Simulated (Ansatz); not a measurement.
Working through a point defect in a supercell of LiBe, space group Pm-3m

Computed with the Ansatz DFT code, driven from Python.

Input file `libe.extxyz`:
```text
2
Lattice="2.811153 0.0 0.0 0.0 2.811153 0.0 0.0 0.0 2.811153" Properties=species:S:1:pos:R:3 pbc="T T T"
Li    0.00000000    0.00000000    0.00000000
Be    1.40557650    1.40557650    1.40557650
```

Run as a notebook:

In [1]:
```python
import ansatz as az
import numpy as np

crystal = az.Crystal.from_extxyz('libe.extxyz')
host = crystal.supercell(2, 2, 2)
defective = host.substitution('Sr', at=[0.5, 0.5, 0.5], replaces='Be')
```

In [2]:
```python
def settled(structure):
    return (
        structure.calculation()
        .scf(tolerance=1e-09)
        .occupations(az.OccupationsMethod.FERMI_DIRAC, width=0.15)
        .pseudopotentials('paw')
        .kpoints(3, 3, 3)
        .functional('pbe')
        .band_table()
    )


perfect = settled(host).run(threads=1, pin='off').report
model = settled(defective).forces()
result = model.run(threads=1, pin='off')
summary = result.report
```
```text
DeckWarning: basis.ecutwfc = 420 eV, auto-derived from the records' recommended cutoffs: set by Li (normal level)
```

In [3]:
```python
summary['n_iterations'], summary['closed_by']
```
Out [3]:
```text
(7, 'deck_thresholds')
```

In [4]:
```python
result.unlabelled_reasons
```
Out [4]:
```text
[]
```

In [5]:
```python
n_host, n_defect = len(perfect['lattice']['sites']), len(summary['lattice']['sites'])
print(f'perfect cell: {n_host} atoms, F = {perfect["free_energy_ev"]:.4f} eV')
print(f'defect cell:  {n_defect} atoms, F = {summary["free_energy_ev"]:.4f} eV')
# chemical potentials are still to be added to this difference
print(f'difference {summary["free_energy_ev"] - perfect["free_energy_ev"]:.4f} eV (no chemical potentials)')
```
```text
perfect cell: 16 atoms, F = -2373.4408 eV
defect cell:  16 atoms, F = -5821.3671 eV
difference -3447.9262 eV (no chemical potentials)
```

In [6]:
```python
for label, run in (('perfect', perfect), ('defect', summary)):
    levels, filled = np.array(run['eigenvalues_ev'][0]), np.array(run['occupations'][0])
    top = int(np.argmin(np.abs(levels - run['fermi_energy_ev'])))
    window = slice(max(top - 3, 0), top + 4)
    print(label, 'levels near E_F at the first k-point:', ', '.join(f'{e - run["fermi_energy_ev"]:.2f} ({f:.2f})' for e, f in zip(levels[window], filled[window])))

for site in result.lattice.sites:
    print(f'{site.symbol:2s}', ' '.join(f'{v:8.4f}' for v in site.position_ang))
```
```text
perfect levels near E_F at the first k-point: -1.18 (2.00), -1.18 (2.00), -1.18 (2.00), -1.18 (2.00), 1.22 (0.00), 1.22 (0.00), 1.22 (0.00)
defect levels near E_F at the first k-point: -1.40 (2.00), -0.04 (1.13), -0.04 (1.13), -0.04 (1.13), 0.47 (0.08), 0.47 (0.08), 1.73 (0.00)
Li   0.0000   0.0000   0.0000
Sr   1.4056   1.4056   1.4056
Li   0.0000   0.0000   2.8112
Be   1.4056   1.4056   4.2167
Li   0.0000   2.8112   0.0000
Be   1.4056   4.2167   1.4056
Li   0.0000   2.8112   2.8112
Be   1.4056   4.2167   4.2167
Li   2.8112   0.0000   0.0000
Be   4.2167   1.4056   1.4056
Li   2.8112   0.0000   2.8112
Be   4.2167   1.4056   4.2167
Li   2.8112   2.8112   0.0000
Be   4.2167   4.2167   1.4056
Li   2.8112   2.8112   2.8112
Be   4.2167   4.2167   4.2167
```

What to keep in mind:
- Total energies depend on the potentials; only differences at equal settings carry meaning. A total without «per atom» is that of the whole cell that was run.
- For a metal this k-point mesh is coarse: on a finer one energies can move by several to tens of meV an atom and pressures by half a GPa or more, differences at one mesh by less.
- The smearing is wide enough that free energy and stress hold a thermal part of the electrons.
- The atoms stand at ideal sites; relaxing them can change energy and levels by an eV or more.
- The difference holds no chemical potentials.
- Errors of mesh and smearing per atom add up over the supercell, so the energy can be off by tenths of an eV.
- Each cell's levels count from its own Fermi level and aren't aligned; one k-point can hide that the defect cell is metallic.
- This cell is a computed structure, which may not be the phase found in nature.
- Levels are Kohn-Sham eigenvalues on this mesh.
- Warnings are shown shortened and without file and line.
- The supercell is small, so the defect meets its images and the energies aren't those of an isolated defect; a partly filled defect level may also lower its energy by spin or distortion. For a charged cell the difference holds no correction, alignment or term for the electrons' reservoir.
- Run time: 2.2 s on 1 thread of AMD EPYC 9R45 96-Core Processor (Zen 5) (shared host), peak memory 0.49 GiB.
